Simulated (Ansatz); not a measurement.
# ScFeC4N4: the cost of one run

Computed with Ansatz 0.2.0 (DFT PBE, scalar-relativistic, plane waves, PAW, unless a step's input says otherwise).

## Step 1: Starting point

Symmetry: P-43m, No. 215, cubic system. The conventional cell has a = 6.037 Å, b = 6.037 Å, c = 6.037 Å, α = 90.00°, β = 90.00°, γ = 90.00°. Sc (site symmetry -43m) is surrounded by 4 N at 2.12 Å. Around Fe (site symmetry -43m) lie 4 C at 1.94 Å. Around C (site symmetry 3m) lie 1 N at 1.17 Å and 1 Fe at 1.94 Å. Around N (site symmetry 3m) lie 1 C at 1.17 Å.

As a file:

```cif
data_structure
_symmetry_space_group_name_H-M 'P-43m'
_symmetry_Int_Tables_number 215
_cell_length_a 6.0368
_cell_length_b 6.0368
_cell_length_c 6.0368
_cell_angle_alpha 90.000
_cell_angle_beta 90.000
_cell_angle_gamma 90.000
_cell_volume 220.00
loop_
_atom_site_label
_atom_site_type_symbol
_atom_site_symmetry_multiplicity
_atom_site_Wyckoff_symbol
_atom_site_fract_x
_atom_site_fract_y
_atom_site_fract_z
_atom_site_occupancy
Sc1 Sc 1 b 0.50000 0.50000 0.50000 1
Fe1 Fe 1 a 0.00000 0.00000 0.00000 1
C1 C 4 e 0.18535 0.18535 0.18535 1
N1 N 4 e 0.29725 0.29725 0.29725 1
```

The cell is invented: two interpenetrating cyanide-bridged diamond nets (P-43m, No. 215). Lengths come from tabulated atomic sizes and are only a guess.

## Step 2: The guess as it stands, on a coarse mesh

The input, input.yaml:

```yaml
crystal:
  lattice:
    - [6.03677441, 0.0, 0.0]
    - [0.0, 6.03677441, 0.0]
    - [0.0, 0.0, 6.03677441]
  atoms:
    - { symbol: Sc, position: [0.5, 0.5, 0.5] }
    - { symbol: Fe, position: [0.0, 0.0, 0.0], spin: 4.0 }
    - { symbol: C, position: [0.18534813, 0.18534813, 0.18534813] }
    - { symbol: C, position: [0.18534813, 0.81465187, 0.81465187] }
    - { symbol: C, position: [0.81465187, 0.18534813, 0.81465187] }
    - { symbol: C, position: [0.81465187, 0.81465187, 0.18534813] }
    - { symbol: "N", position: [0.2972456, 0.2972456, 0.2972456] }
    - { symbol: "N", position: [0.2972456, 0.7027544, 0.7027544] }
    - { symbol: "N", position: [0.7027544, 0.2972456, 0.7027544] }
    - { symbol: "N", position: [0.7027544, 0.7027544, 0.2972456] }
basis:
  ecutwfc: 420
kpoints:
  mp_grid: { grid: [4, 4, 4] }
hamiltonian:
  xc: pbe
scf:
  occupations: { method: gaussian, width: 0.1 }
  lower_state_search: "off"
output:
  forces: true
  stress: true
  eigenvalues: true
  populations: true
magnetization:
  spin_polarized: true
```

On the command line:

```
$ ansatz run input.yaml --threads 1 --pin off --max-ram 2560MiB --backend cpu --events-out ev --progress --plain --runs-dir out
```

What time and memory should one allow on 1 thread of Arm Neoverse N1, shared host?

About 60 s, with a peak of 0.54 GiB.
